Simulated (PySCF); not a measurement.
# I2Pb (Pb(I)2): the cost of one run

Method: TPSS, Pb def2-SVP with ECP60, I def2-SVP with ECP28; scalar-relativistic core potentials, no spin–orbit coupling; program: PySCF 2.14.0.

## 1. The system as given

3 atoms, charge 0, spin multiplicity 1.

Bond lengths: Pb1–I2 2.852 Å, Pb1–I3 2.852 Å. Angles: I2–Pb1–I3 103.8°.

Coordinates:

```mol
I2Pb
  3D, bonds by distance, orders not assigned

  3  2  0  0  0  0  0  0  0  0999 V2000
    1.1194    0.0421    0.0000 Pb  0  0
   -0.6395   -0.0241    2.2442 I   0  0
   -0.6395   -0.0241   -2.2442 I   0  0
  1  2  8  0
  1  3  8  0
M  END
```

Formal oxidation states: Pb +2. An earlier session relaxed this geometry at TPSS, Pb def2-SVP with ECP60, I def2-SVP with ECP28 (singlet, point group C2v).

Its energy there is -788.117830 Eh.

## 2. Atoms moved at random, σ = 0.03 Å

run.py (the lines that set the calculation) reads:

```python
mol = gto.M(atom='''
Pb     1.09720     0.07380     0.01012
I     -0.62129    -0.02806     2.25961
I     -0.63551    -0.05174    -2.26972''',
    basis={'Pb': 'def2-SVP', 'I': 'def2-SVP'},
    ecp={'Pb': 'def2-SVP', 'I': 'def2-SVP'},
    charge=0, spin=0)
mf = dft.RKS(mol, xc='TPSS')
mf.grids.atom_grid = (50, 194)
mf = mf.density_fit()  # fitting sets: Pb def2-universal-JKFIT, I def2-universal-JKFIT
mf.conv_tol = 1e-08; mf.max_cycle = 55
mf.kernel(dm0)  # dm0: the density of the relaxed state
```

On the command line:

```console
OMP_NUM_THREADS=2 python run.py
```

**Question.** How long does this run take on 2 threads of Intel Xeon at 2.50GHz (Skylake/Cascade Lake), shared host?

About 9 s.
